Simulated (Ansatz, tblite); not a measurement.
# The cluster Ga₇Sb₇: rung by rung, part 1 of 2

How do method and basis change the picture of the cluster Ga₇Sb₇ (singlet)?

The runs use Ansatz 0.2.0, Gaussian basis; as each input shows.

Plan: GFN1-xTB, PBE-D4/def2-TZVP, r2SCAN-D4/def2-TZVP, LDA/def2-TZVP, B97M-V/def2-TZVP, HF/def2-TZVP, PBE+5HF/def2-SVP, PBE+10HF/def2-SVP, PBE+15HF/def2-SVP, PBE+35HF/def2-SVP, PBE+50HF/def2-SVP, PBE-D4/def2-SVP, PBE0-D4/def2-SVP, MP2/def2-SVP, RPA/def2-SVP.

3 further runs of the same task are left out: 1 for a known fault of the program, 2 set aside as unsound or not needed.

## 1. The relaxed structure

The geometry is that of the singlet, from an earlier relaxation (PBE-D4/def2-SVP).

14 atoms, charge 0, spin multiplicity 1.

Bond lengths: Ga1–Sb8 2.509 Å, Ga1–Sb9 2.562 Å, Ga2–Sb10 2.954 Å, Ga2–Sb11 2.862 Å, Ga3–Sb8 2.580 Å, Ga3–Sb10 2.732 Å, Ga3–Sb14 2.717 Å, Ga4–Ga7 2.848 Å, Ga4–Sb10 2.965 Å, Ga4–Sb11 2.857 Å, Ga4–Sb14 2.748 Å, Ga5–Sb12 2.582 Å, Ga5–Sb13 2.746 Å, Ga5–Sb14 2.676 Å, Ga6–Sb9 2.571 Å, Ga6–Sb12 2.531 Å, Ga7–Sb11 2.547 Å, Ga7–Sb13 2.651 Å and more. Angles: Sb8–Ga1–Sb9 170.9°, Sb10–Ga2–Sb11 102.3°, Sb8–Ga3–Sb10 114.2°, Sb8–Ga3–Sb14 131.4°, Sb10–Ga3–Sb14 114.4°, Ga7–Ga4–Sb10 73.7°, Ga7–Ga4–Sb11 53.0°, Ga7–Ga4–Sb14 144.0°, Sb10–Ga4–Sb11 102.2°, Sb10–Ga4–Sb14 106.5°, Sb11–Ga4–Sb14 150.3°, Sb12–Ga5–Sb13 99.0°, Sb12–Ga5–Sb14 127.0°, Sb13–Ga5–Sb14 126.8°, Sb9–Ga6–Sb12 174.6°, Ga4–Ga7–Sb11 63.7°, Ga4–Ga7–Sb13 77.9°, Sb11–Ga7–Sb13 141.1° and more.

Sb takes a core potential in the def2 sets. No spin-orbit coupling is included.

PBE0-D4/def2-TZVP was run before; its log isn't repeated, and its numbers join the tables.

## 2. GFN1-xTB

Tight binding, by tblite at 300 K electronic temperature and without a spin-polarisation term:

```python
tblite.interface.Calculator('GFN1-xTB', numbers, positions, charge=0, uhf=0).singlepoint()
```

Energy -732.8650 eV, HOMO -8.38 eV, LUMO -7.27 eV; 0.095 s.

## 3. PBE-D4/def2-TZVP

start.molden holds the orbitals of an earlier run on this state, given as this run's starting guess.

The input, in.yaml:

```yaml
crystal:
  periodic: [false, false, false]
  atoms:
    - {symbol: Ga, position_ang: [-3.646260, 1.239385, -0.044868]}
    - {symbol: Ga, position_ang: [1.033437, -4.119485, 0.644608]}
    - {symbol: Ga, position_ang: [-1.425923, -0.645060, -0.411791]}
    - {symbol: Ga, position_ang: [1.232491, -1.242070, 1.170994]}
    - {symbol: Ga, position_ang: [0.989217, 1.505962, -0.048381]}
    - {symbol: Ga, position_ang: [-1.308445, 3.393068, 0.019054]}
    - {symbol: Ga, position_ang: [3.689656, -1.624062, -0.216573]}
    - {symbol: Sb, position_ang: [-3.669722, -0.659532, -1.684851]}
    - {symbol: Sb, position_ang: [-3.232683, 3.075084, 1.693621]}
    - {symbol: Sb, position_ang: [0.514324, -2.200972, -1.541266]}
    - {symbol: Sb, position_ang: [3.356954, -3.009461, 1.894094]}
    - {symbol: Sb, position_ang: [0.735486, 3.660497, -1.448785]}
    - {symbol: Sb, position_ang: [2.365280, -0.025072, -1.865243]}
    - {symbol: Sb, position_ang: [-0.660511, 0.625119, 1.865387]}
basis:
  gaussian: {orbitals: def2-TZVP, fitting: {mean_field: def2-universal-jkfit}, initial_orbitals: start.molden}
hamiltonian: {xc: pbe, dispersion: d4}
scf: {omitted_lower_state_checks: [starts]}
output: {forces: true, orbitals: {seedname: orbitals}}
```

Started as:

```bash
$ ansatz run in.yaml --threads 2 --pin off --events-out ev --progress --plain --max-ram 32768MiB --backend cuda --devices 0, --max-vram 18GiB
```

Log, cut to the lines that bear on the results:

```text
Functional definition: PBE
  name "PBE"
  cite "Perdew, Burke & Ernzerhof, Phys. Rev. Lett. 77, 3865 (1996) doi:10.1103/PhysRevLett.77.3865"
  parent pbe
[...]
3388 factors; integrals over basis functions are off by at most 6.9e-1 eV
[...]
mean field -412368.05999283 eV, -15154.2466916262 hartree, gradient 2.4e-5 eV, S^2 0.000000; 0 other end points of the search recorded, 0 dependent functions left out
[...]
reference -412368.06004811 eV, -15154.2466936579 hartree; 189, 189 occupied and 497, 497 virtual orbitals, 3388 factors
Total energy: -412370.08776968 eV, -15154.3212110512 hartree
Atom 0 at    -3.646260     1.239385    -0.044868 Å, force     0.020641    -0.015322    -0.005098 eV/Å
Atom 1 at     1.033437    -4.119485     0.644608 Å, force     0.030350     0.047860     0.019979 eV/Å
Atom 2 at    -1.425923    -0.645060    -0.411791 Å, force     0.006004     0.023832    -0.020882 eV/Å
Atom 3 at     1.232491    -1.242070     1.170994 Å, force     0.006472    -0.028364    -0.045597 eV/Å
Atom 4 at     0.989217     1.505962    -0.048381 Å, force    -0.047129    -0.009164    -0.045643 eV/Å
Atom 5 at    -1.308445     3.393068     0.019054 Å, force     0.010330    -0.012791     0.015192 eV/Å
Atom 6 at     3.689656    -1.624062    -0.216573 Å, force    -0.059442    -0.012713     0.025908 eV/Å
Atom 7 at    -3.669722    -0.659532    -1.684851 Å, force     0.043093     0.066444     0.086738 eV/Å
Atom 8 at    -3.232683     3.075084     1.693621 Å, force     0.042359    -0.049191    -0.099560 eV/Å
Atom 9 at     0.514324    -2.200972    -1.541266 Å, force     0.070852     0.106502     0.061382 eV/Å
Atom 10 at     3.356954    -3.009461     1.894094 Å, force    -0.036605     0.034997    -0.072661 eV/Å
Atom 11 at     0.735486     3.660497    -1.448785 Å, force    -0.036096    -0.059176     0.074253 eV/Å
Atom 12 at     2.365280    -0.025072    -1.865243 Å, force    -0.068389    -0.071574     0.061829 eV/Å
Atom 13 at    -0.660511     0.625119     1.865387 Å, force     0.017560    -0.021338    -0.055841 eV/Å
Dipole moment:     0.294567    -0.141688     0.051191 e Å
Checks for a lower state left out: starts
```

It took 11 s on 1 × H100 (card shared with other runs) with 2 threads of AMD EPYC 7R13, shared host; peak host memory 1.2 GiB.

From the report: HOMO -4.73 eV, LUMO -3.77 eV.

## 4. r2SCAN-D4/def2-TZVP

Edit in.yaml of step 3 so:

```diff
@@ -19,3 +19,3 @@
   gaussian: {orbitals: def2-TZVP, fitting: {mean_field: def2-universal-jkfit}, initial_orbitals: start.molden}
-hamiltonian: {xc: pbe, dispersion: d4}
+hamiltonian: {xc: r2scan, dispersion: d4}
 scf: {omitted_lower_state_checks: [starts]}
```

The command is unchanged.

Log, cut to the lines that bear on the results:

```text
Functional definition: r2SCAN
  name "r2SCAN"
  cite "Furness, Kaplan, Ning, Perdew & Sun, J. Phys. Chem. Lett. 11, 8208 (2020) doi:10.1021/acs.jpclett.0c02405"
  cite "Furness, Kaplan, Ning, Perdew & Sun, J. Phys. Chem. Lett. 11, 9248 (2020) doi:10.1021/acs.jpclett.0c03077"
  parent r2scan
[...]
3388 factors; integrals over basis functions are off by at most 6.9e-1 eV
[...]
mean field -412439.26753761 eV, -15156.8635206307 hartree, gradient 3.4e-5 eV, S^2 0.000000; 0 other end points of the search recorded, 0 dependent functions left out
[...]
reference -412439.26755489 eV, -15156.8635212657 hartree; 189, 189 occupied and 497, 497 virtual orbitals, 3388 factors
Total energy: -412439.72224449 eV, -15156.8802308005 hartree
Atom 0 at    -3.646260     1.239385    -0.044868 Å, force     0.048730    -0.046886    -0.019715 eV/Å
[...]
Atom 5 at    -1.308445     3.393068     0.019054 Å, force     0.051108     0.011623     0.033640 eV/Å
Atom 6 at     3.689656    -1.624062    -0.216573 Å, force    -0.242451    -0.036612     0.141130 eV/Å
Atom 7 at    -3.669722    -0.659532    -1.684851 Å, force     0.183880     0.263937     0.352747 eV/Å
Atom 8 at    -3.232683     3.075084     1.693621 Å, force     0.131478    -0.153858    -0.430959 eV/Å
Atom 9 at     0.514324    -2.200972    -1.541266 Å, force     0.093456     0.218814     0.217871 eV/Å
Atom 10 at     3.356954    -3.009461     1.894094 Å, force    -0.149049     0.196996    -0.336151 eV/Å
Atom 11 at     0.735486     3.660497    -1.448785 Å, force    -0.224860    -0.205700     0.335806 eV/Å
Atom 12 at     2.365280    -0.025072    -1.865243 Å, force    -0.048412    -0.228394     0.263228 eV/Å
Atom 13 at    -0.660511     0.625119     1.865387 Å, force     0.222234    -0.169097    -0.273271 eV/Å
Dipole moment:     0.367759    -0.173677     0.062015 e Å
Checks for a lower state left out: starts
```

Run time: 13 s. Hardware: 1 × H100 (card shared with other runs) with 2 threads of AMD EPYC 7R13, shared host; peak host memory 1.2 GiB.

HOMO -4.92 eV, LUMO -3.85 eV.

## 5. LDA/def2-TZVP

Edit in.yaml of step 4 so:

```diff
@@ -19,4 +19,4 @@
   gaussian: {orbitals: def2-TZVP, fitting: {mean_field: def2-universal-jkfit}, initial_orbitals: start.molden}
-hamiltonian: {xc: r2scan, dispersion: d4}
+hamiltonian: {xc: lda}
 scf: {omitted_lower_state_checks: [starts]}
-output: {forces: true, orbitals: {seedname: orbitals}}
+output: {orbitals: {seedname: orbitals}}
```

Same command.

Log:

```text
Functional definition: SPW92
  name "SPW92"
  cite "Dirac, Proc. Camb. Phil. Soc. 26, 376 (1930) doi:10.1017/S0305004100016108"
  cite "Slater, Phys. Rev. 81, 385 (1951) doi:10.1103/PhysRev.81.385"
  cite "Perdew & Wang, Phys. Rev. B 45, 13244 (1992) doi:10.1103/PhysRevB.45.13244"
  exchange = slater_x
  correlation = pw_c
these checks for a lower state are left out or cut short: starts
3388 factors; integrals over basis functions are off by at most 6.9e-1 eV
mean field evaluation 1: about -411780.1486 eV, gradient 5.5e1 eV
mean field evaluation 2: about -411781.6666 eV, gradient 2.1e0 eV
mean field evaluation 4: about -411781.7093 eV, gradient 7.9e-2 eV
mean field evaluation 8: about -411781.7094 eV, gradient 1.1e-5 eV
mean field -411781.70936066 eV, -15132.6987033368 hartree, gradient 1.1e-5 eV, S^2 0.000000; 0 other end points of the search recorded, 0 dependent functions left out
reference -411781.70941347 eV, -15132.6987052777 hartree; 189, 189 occupied and 497, 497 virtual orbitals, 3388 factors
Total energy: -411781.70941347 eV, -15132.6987052777 hartree
Checks for a lower state left out: starts
```

It took 11 s on 1 × H100 (card shared with other runs) with 2 threads of AMD EPYC 7R13, shared host; peak host memory 1.1 GiB.

Report: HOMO -4.94 eV, LUMO -4.00 eV.

## 6. B97M-V/def2-TZVP

Edit in.yaml of step 5 so:

```diff
@@ -19,3 +19,3 @@
   gaussian: {orbitals: def2-TZVP, fitting: {mean_field: def2-universal-jkfit}, initial_orbitals: start.molden}
-hamiltonian: {xc: lda}
+hamiltonian: {xc: {name: B97M-V}}
 scf: {omitted_lower_state_checks: [starts]}
```

Same command.

Log, cut to the lines that bear on the results:

```text
Functional definition: B97M-V
  name "B97M-V"
  cite "Mardirossian & Head-Gordon, J. Chem. Phys. 142, 074111 (2015) doi:10.1063/1.4907719"
  cite "Becke, J. Chem. Phys. 107, 8554 (1997) doi:10.1063/1.475007"
  cite "Vydrov & Van Voorhis, J. Chem. Phys. 133, 244103 (2010) doi:10.1063/1.3521275"
  # Of w^i u^j: cxij and so on, Table III.
[...]
  gx(w, u) = cx00 + cx01*u + cx02*u^2 + (cx10 + cx11*u)*w
  gss(w, u) = css00 + css02*u^2 + css10*w + (css32*w^3 + css42*w^4)*u^2
  gos(w, u) = cos00 + cos01*u + cos03*u^3 + cos10*w + cos32*w^3*u^2
[...]
      + integral(e_c_pw_mod_opposite_spin*gos(b97_w_opposite, b97_u_opposite)) + vv10(b, c)
[...]
3388 factors; integrals over basis functions are off by at most 6.9e-1 eV
[...]
mean field -412350.56539343 eV, -15153.6037769568 hartree, gradient 2.2e-5 eV, S^2 0.000000; 0 other end points of the search recorded, 0 dependent functions left out
reference -412350.56547459 eV, -15153.6037799391 hartree; 189, 189 occupied and 497, 497 virtual orbitals, 3388 factors
Total energy: -412350.56547459 eV, -15153.6037799391 hartree
Checks for a lower state left out: starts
```

It took 19 s on 1 × H100 (card shared with other runs) with 2 threads of AMD EPYC 7R13, shared host; peak host memory 1.3 GiB.

Report: HOMO -4.72 eV, LUMO -3.69 eV.

## 7. HF/def2-TZVP

Edit in.yaml of step 6 so:

```diff
@@ -19,3 +19,3 @@
   gaussian: {orbitals: def2-TZVP, fitting: {mean_field: def2-universal-jkfit}, initial_orbitals: start.molden}
-hamiltonian: {xc: {name: B97M-V}}
+hamiltonian: {xc: hf}
 scf: {omitted_lower_state_checks: [starts]}
```

The command is unchanged.

Log:

```text
Functional definition: HF
  name "HF"
  cite "Fock, Z. Phys. 61, 126 (1930) doi:10.1007/BF01340294"
  parent pbe
  exchange = exact_x
  correlation = 0
these checks for a lower state are left out or cut short: starts
3388 factors; integrals over basis functions are off by at most 6.9e-1 eV
mean field evaluation 1: about -411919.3489 eV, gradient 6.2e1 eV
mean field evaluation 2: about -411923.4196 eV, gradient 4.9e0 eV
mean field evaluation 4: about -411923.6674 eV, gradient 2.1e-3 eV
mean field -411923.66737542 eV, -15137.9155641567 hartree, gradient 1.7e-5 eV, S^2 0.000000; 0 other end points of the search recorded, 0 dependent functions left out
reference -411923.66737542 eV, -15137.9155641567 hartree; 189, 189 occupied and 497, 497 virtual orbitals, 3388 factors
Total energy: -411923.66737542 eV, -15137.9155641567 hartree
Checks for a lower state left out: starts
```

It took 14 s on 1 × H100 (card shared with other runs) with 2 threads of AMD EPYC 7R13, shared host; peak host memory 1.1 GiB.

From the report: HOMO -6.57 eV, LUMO -1.12 eV.

## 8. PBE+5HF/def2-SVP

Edit in.yaml of step 7 so:

```diff
@@ -18,4 +18,4 @@
 basis:
-  gaussian: {orbitals: def2-TZVP, fitting: {mean_field: def2-universal-jkfit}, initial_orbitals: start.molden}
-hamiltonian: {xc: hf}
+  gaussian: {orbitals: def2-SVP, fitting: {mean_field: def2-universal-jkfit}, initial_orbitals: start.molden}
+hamiltonian: {xc: {text: "exchange = 0.95*pbe_x + 0.05*exact_x\ncorrelation = pbe_c"}}
 scf: {omitted_lower_state_checks: [starts]}
```

The command is unchanged.

Log:

```text
Functional definition: unnamed
  exchange = 0.95*pbe_x + 0.05*exact_x
  correlation = pbe_c
these checks for a lower state are left out or cut short: starts
3388 factors; integrals over basis functions are off by at most 2.1e-2 eV
mean field evaluation 1: about -412320.5300 eV, gradient 5.3e1 eV
mean field evaluation 2: about -412321.2261 eV, gradient 1.3e0 eV
mean field evaluation 4: about -412321.2432 eV, gradient 4.0e-2 eV
mean field -412321.24322613 eV, -15152.5262071838 hartree, gradient 2.1e-5 eV, S^2 0.000000; 0 other end points of the search recorded, 0 dependent functions left out
reference -412321.24327474 eV, -15152.5262089699 hartree; 189, 189 occupied and 217, 217 virtual orbitals, 3388 factors
Total energy: -412321.24327474 eV, -15152.5262089699 hartree
Checks for a lower state left out: starts
```

Wall time 12 s (1 × H100 (card shared with other runs) with 2 threads of AMD EPYC 7R13, shared host); peak host memory 0.94 GiB.

HOMO -4.84 eV, LUMO -3.70 eV.

## 9. PBE+10HF/def2-SVP

Edit in.yaml of step 8 so:

```diff
@@ -19,3 +19,3 @@
   gaussian: {orbitals: def2-SVP, fitting: {mean_field: def2-universal-jkfit}, initial_orbitals: start.molden}
-hamiltonian: {xc: {text: "exchange = 0.95*pbe_x + 0.05*exact_x\ncorrelation = pbe_c"}}
+hamiltonian: {xc: {text: "exchange = 0.90*pbe_x + 0.10*exact_x\ncorrelation = pbe_c"}}
 scf: {omitted_lower_state_checks: [starts]}
```

The command is unchanged.

Log:

```text
Functional definition: unnamed
  exchange = 0.90*pbe_x + 0.10*exact_x
  correlation = pbe_c
these checks for a lower state are left out or cut short: starts
3388 factors; integrals over basis functions are off by at most 2.1e-2 eV
mean field evaluation 1: about -412322.3584 eV, gradient 5.2e1 eV
mean field evaluation 2: about -412322.9060 eV, gradient 1.0e0 eV
mean field evaluation 4: about -412322.9147 eV, gradient 3.4e-2 eV
mean field -412322.91466874 eV, -15152.5876315668 hartree, gradient 2.1e-5 eV, S^2 0.000000; 0 other end points of the search recorded, 0 dependent functions left out
reference -412322.91471481 eV, -15152.5876332598 hartree; 189, 189 occupied and 217, 217 virtual orbitals, 3388 factors
Total energy: -412322.91471481 eV, -15152.5876332598 hartree
Checks for a lower state left out: starts
```

Run time: 7.5 s. Hardware: 1 × H100 (card shared with other runs) with 2 threads of AMD EPYC 7R13, shared host; peak host memory 0.95 GiB.

HOMO -4.97 eV, LUMO -3.62 eV.

## 10. PBE+15HF/def2-SVP

Edit in.yaml of step 9 so:

```diff
@@ -19,3 +19,3 @@
   gaussian: {orbitals: def2-SVP, fitting: {mean_field: def2-universal-jkfit}, initial_orbitals: start.molden}
-hamiltonian: {xc: {text: "exchange = 0.90*pbe_x + 0.10*exact_x\ncorrelation = pbe_c"}}
+hamiltonian: {xc: {text: "exchange = 0.85*pbe_x + 0.15*exact_x\ncorrelation = pbe_c"}}
 scf: {omitted_lower_state_checks: [starts]}
```

The command is unchanged.

Log:

```text
Functional definition: unnamed
  exchange = 0.85*pbe_x + 0.15*exact_x
  correlation = pbe_c
these checks for a lower state are left out or cut short: starts
3388 factors; integrals over basis functions are off by at most 2.1e-2 eV
mean field evaluation 1: about -412324.1868 eV, gradient 5.1e1 eV
mean field evaluation 2: about -412324.6247 eV, gradient 7.8e-1 eV
mean field evaluation 4: about -412324.6276 eV, gradient 3.0e-2 eV
mean field -412324.62763456 eV, -15152.6505818994 hartree, gradient 1.3e-5 eV, S^2 0.000000; 0 other end points of the search recorded, 0 dependent functions left out
reference -412324.62767809 eV, -15152.6505834993 hartree; 189, 189 occupied and 217, 217 virtual orbitals, 3388 factors
Total energy: -412324.62767809 eV, -15152.6505834993 hartree
Checks for a lower state left out: starts
```

It took 9.5 s on 1 × H100 (card shared with other runs) with 2 threads of AMD EPYC 7R13, shared host; peak host memory 0.94 GiB.

From the report: HOMO -5.11 eV, LUMO -3.55 eV.

## 11. PBE+35HF/def2-SVP

Edit in.yaml of step 10 so:

```diff
@@ -19,3 +19,3 @@
   gaussian: {orbitals: def2-SVP, fitting: {mean_field: def2-universal-jkfit}, initial_orbitals: start.molden}
-hamiltonian: {xc: {text: "exchange = 0.85*pbe_x + 0.15*exact_x\ncorrelation = pbe_c"}}
+hamiltonian: {xc: {text: "exchange = 0.65*pbe_x + 0.35*exact_x\ncorrelation = pbe_c"}}
 scf: {omitted_lower_state_checks: [starts]}
```

The command is unchanged.

Log:

```text
Functional definition: unnamed
  exchange = 0.65*pbe_x + 0.35*exact_x
  correlation = pbe_c
these checks for a lower state are left out or cut short: starts
3388 factors; integrals over basis functions are off by at most 2.1e-2 eV
mean field evaluation 1: about -412331.5005 eV, gradient 4.9e1 eV
mean field evaluation 2: about -412331.8799 eV, gradient 6.9e-1 eV
mean field evaluation 4: about -412331.8823 eV, gradient 2.3e-2 eV
mean field -412331.88227447 eV, -15152.9171849988 hartree, gradient 1.7e-5 eV, S^2 0.000000; 0 other end points of the search recorded, 0 dependent functions left out
reference -412331.88230785 eV, -15152.9171862254 hartree; 189, 189 occupied and 217, 217 virtual orbitals, 3388 factors
Total energy: -412331.88230785 eV, -15152.9171862254 hartree
Checks for a lower state left out: starts
```

It took 10 s on 1 × H100 (card shared with other runs) with 2 threads of AMD EPYC 7R13, shared host; peak host memory 0.94 GiB.

HOMO -5.66 eV, LUMO -3.23 eV.

## 12. PBE+50HF/def2-SVP

Edit in.yaml of step 11 so:

```diff
@@ -19,3 +19,3 @@
   gaussian: {orbitals: def2-SVP, fitting: {mean_field: def2-universal-jkfit}, initial_orbitals: start.molden}
-hamiltonian: {xc: {text: "exchange = 0.65*pbe_x + 0.35*exact_x\ncorrelation = pbe_c"}}
+hamiltonian: {xc: {text: "exchange = 0.50*pbe_x + 0.50*exact_x\ncorrelation = pbe_c"}}
 scf: {omitted_lower_state_checks: [starts]}
```

Same command.

Log:

```text
Functional definition: unnamed
  exchange = 0.50*pbe_x + 0.50*exact_x
  correlation = pbe_c
these checks for a lower state are left out or cut short: starts
3388 factors; integrals over basis functions are off by at most 2.1e-2 eV
mean field evaluation 1: about -412336.9857 eV, gradient 5.0e1 eV
mean field evaluation 2: about -412337.7077 eV, gradient 1.4e0 eV
mean field evaluation 4: about -412337.7296 eV, gradient 3.0e-2 eV
mean field -412337.72958192 eV, -15153.1320695841 hartree, gradient 4.0e-5 eV, S^2 0.000000; 0 other end points of the search recorded, 0 dependent functions left out
reference -412337.72960765 eV, -15153.1320705297 hartree; 189, 189 occupied and 217, 217 virtual orbitals, 3388 factors
Total energy: -412337.72960765 eV, -15153.1320705297 hartree
Checks for a lower state left out: starts
```

Wall time 8 s (1 × H100 (card shared with other runs) with 2 threads of AMD EPYC 7R13, shared host); peak host memory 0.94 GiB.

From the report: HOMO -6.08 eV, LUMO -2.99 eV.

## 13. PBE-D4/def2-SVP

Edit in.yaml of step 12 so:

```diff
@@ -19,3 +19,3 @@
   gaussian: {orbitals: def2-SVP, fitting: {mean_field: def2-universal-jkfit}, initial_orbitals: start.molden}
-hamiltonian: {xc: {text: "exchange = 0.50*pbe_x + 0.50*exact_x\ncorrelation = pbe_c"}}
+hamiltonian: {xc: pbe, dispersion: d4}
 scf: {omitted_lower_state_checks: [starts]}
```

The command is unchanged.

Log:

```text
Functional definition: PBE
  name "PBE"
  cite "Perdew, Burke & Ernzerhof, Phys. Rev. Lett. 77, 3865 (1996) doi:10.1103/PhysRevLett.77.3865"
  parent pbe
  parameter kappa = 0.804
  parameter beta = 0.06672455060314922
  exchange = pbe_x(kappa = kappa, mu = beta*pi^2/3)
  correlation = pbe_c(beta = beta)
these checks for a lower state are left out or cut short: starts
3388 factors; integrals over basis functions are off by at most 2.1e-2 eV
mean field evaluation 1: about -412318.7016 eV, gradient 5.4e1 eV
mean field evaluation 2: about -412319.5855 eV, gradient 1.6e0 eV
mean field evaluation 4: about -412319.6139 eV, gradient 5.0e-2 eV
mean field -412319.61395891 eV, -15152.4663327177 hartree, gradient 4.0e-5 eV, S^2 0.000000; 0 other end points of the search recorded, 0 dependent functions left out
reference -412319.61401005 eV, -15152.4663345969 hartree; 189, 189 occupied and 217, 217 virtual orbitals, 3388 factors
Total energy: -412321.64173162 eV, -15152.5408519901 hartree
Checks for a lower state left out: starts
```

It took 6.5 s on 1 × H100 (card shared with other runs) with 2 threads of AMD EPYC 7R13, shared host; peak host memory 0.95 GiB.

Report: HOMO -4.71 eV, LUMO -3.77 eV.

(Continued in part 2 of 2.)
